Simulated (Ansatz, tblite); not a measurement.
# Si(eta1-allyl)Me3 (C₆H₁₄Si): a ladder of methods and basis sets

The task here is to estimate one member of a computed series from the others.

Program: Ansatz 0.2.0, Gaussian basis. Level of theory: as each input shows. These are calculated values, not measurements.

Levels to be run: GFN1-xTB, GFN2-xTB, PBE-D4/def2-TZVP, r2SCAN-D4/def2-TZVP, BLYP-D4/def2-TZVP, HF/def2-TZVP, ωB97M-V/def2-TZVP, PBE-D4/def2-SVP, PBE0-D4/def2-SVP, HF/STO-3G, HF/6-31G, B3LYP-D4/6-31G, CCSD(T)/def2-SVP, MP2/def2-TZVP, RPA/def2-TZVP.

2 further runs of the same task are left out: 2 set aside as unsound or not needed.

## The relaxed structure

The singlet was relaxed beforehand with PBE-D4/def2-SVP.

21 atoms, charge 0, spin multiplicity 1.

Bond lengths: Si1–C2 1.919 Å, Si1–C10 1.894 Å, Si1–C14 1.894 Å, Si1–C18 1.891 Å, C2–C3 1.496 Å, C2–H5 1.112 Å, C2–H6 1.112 Å, C3–C4 1.348 Å, C3–H7 1.106 Å, C4–H8 1.103 Å, C4–H9 1.101 Å, C10–H11 1.110 Å, C10–H12 1.110 Å, C10–H13 1.110 Å, C14–H15 1.110 Å, C14–H16 1.110 Å, C14–H17 1.109 Å, C18–H19 1.109 Å and more. Angles: C2–Si1–C10 108.6°, C2–Si1–C14 109.4°, C2–Si1–C18 108.4°, C10–Si1–C14 110.0°, C10–Si1–C18 110.4°, C14–Si1–C18 110.1°, Si1–C2–C3 112.1°, Si1–C2–H5 107.4°, Si1–C2–H6 107.4°, C3–C2–H5 111.1°, C3–C2–H6 111.2°, H5–C2–H6 107.3°, C2–C3–C4 126.2°, C2–C3–H7 115.8°, C4–C3–H7 118.0°, C3–C4–H8 121.5°, C3–C4–H9 121.4°, H8–C4–H9 117.1° and more.

PBE0-D4/def2-TZVP was run before; its log isn't repeated, and its numbers join the tables.

Set-up of the first run:

Tight binding, by tblite at 300 K electronic temperature and without a spin-polarisation term:

```python
tblite.interface.Calculator('GFN1-xTB', numbers, positions, charge=0, uhf=0).singlepoint()
```

Tight binding, by tblite at 300 K electronic temperature and without a spin-polarisation term:

```python
tblite.interface.Calculator('GFN2-xTB', numbers, positions, charge=0, uhf=0).singlepoint()
```

start.molden holds the orbitals of an earlier run on this state, given as this run's starting guess.

in.yaml reads:

```yaml
crystal:
  periodic: [false, false, false]
  atoms:
    - {symbol: Si, position_ang: [0.410808, 0.154354, -0.587540]}
    - {symbol: C, position_ang: [0.458371, 0.105947, 1.330616]}
    - {symbol: C, position_ang: [-0.912383, 0.129926, 1.929406]}
    - {symbol: C, position_ang: [-1.591855, -0.933193, 2.403049]}
    - {symbol: H, position_ang: [1.060153, 0.977306, 1.671005]}
    - {symbol: H, position_ang: [1.010608, -0.812673, 1.625794]}
    - {symbol: H, position_ang: [-1.418537, 1.113601, 1.932725]}
    - {symbol: H, position_ang: [-1.142514, -1.940442, 2.426724]}
    - {symbol: H, position_ang: [-2.617506, -0.832917, 2.790191]}
    - {symbol: C, position_ang: [2.187455, 0.278080, -1.232967]}
    - {symbol: H, position_ang: [2.681703, 1.204790, -0.874641]}
    - {symbol: H, position_ang: [2.208638, 0.291803, -2.342527]}
    - {symbol: H, position_ang: [2.798302, -0.584511, -0.895046]}
    - {symbol: C, position_ang: [-0.588570, 1.660379, -1.152973]}
    - {symbol: H, position_ang: [-0.616308, 1.725234, -2.260459]}
    - {symbol: H, position_ang: [-0.148064, 2.604797, -0.771120]}
    - {symbol: H, position_ang: [-1.636184, 1.602679, -0.792707]}
    - {symbol: C, position_ang: [-0.406199, -1.435109, -1.205117]}
    - {symbol: H, position_ang: [-1.409038, -1.559248, -0.747460]}
    - {symbol: H, position_ang: [0.199979, -2.325793, -0.939200]}
    - {symbol: H, position_ang: [-0.528838, -1.425012, -2.307772]}
basis:
  gaussian: {orbitals: def2-TZVP, initial_orbitals: start.molden}
hamiltonian: {xc: pbe, dispersion: d4}
scf: {omitted_lower_state_checks: [starts]}
output: {forces: true, orbitals: {seedname: orbitals}}
```

Started as:

```console
> ansatz run in.yaml --threads 2 --pin off --events-out ev --progress --plain --max-ram 22528MiB --backend cuda --devices 0, --max-vram 18GiB
```

Among the steps run: PBE-D4/def2-TZVP; r2SCAN-D4/def2-TZVP; BLYP-D4/def2-TZVP; HF/def2-TZVP; ωB97M-V/def2-TZVP; PBE-D4/def2-SVP; PBE0-D4/def2-SVP; HF/STO-3G; HF/6-31G; B3LYP-D4/6-31G; CCSD(T)/def2-SVP; MP2/def2-TZVP; RPA/def2-TZVP.

One of the session's tables, all rows but one given; the rest of the session is left out.

```
             method  binding an atom (eV)
          HF/STO-3G                 3.926
           HF/6-31G                     ?
        HF/def2-SVP                 3.151
       HF/def2-TZVP                 3.108
    PBE-D4/def2-SVP                 4.175
   PBE-D4/def2-TZVP                 4.152
  BLYP-D4/def2-TZVP                 4.068
r2SCAN-D4/def2-TZVP                 4.099
     B3LYP-D4/6-31G                 4.009
   PBE0-D4/def2-SVP                 4.138
  PBE0-D4/def2-TZVP                 4.110
  ωB97M-V/def2-TZVP                 4.096
       MP2/def2-SVP                 3.938
      MP2/def2-TZVP                 3.983
      CCSD/def2-SVP                 3.888
   CCSD(T)/def2-SVP                 3.923
```

Q: Estimate the row for HF/6-31G from the others.

The run gave: binding an atom (eV): 2.962. In the column «binding an atom (eV)» it is the lowest.

Some runs used a GPU and others CPU threads alone, so the times don't compare the methods' cost.

To keep in mind: Free atoms were run apart at each level; binding is atoms less cluster, divided by the number of atoms, without zero-point or spin-orbit terms. The yardstick is in a double-zeta basis, so levels in larger sets aren't compared like for like. CCSD(T)/def2-SVP isn't at the basis-set limit; small misses against it rank nothing.
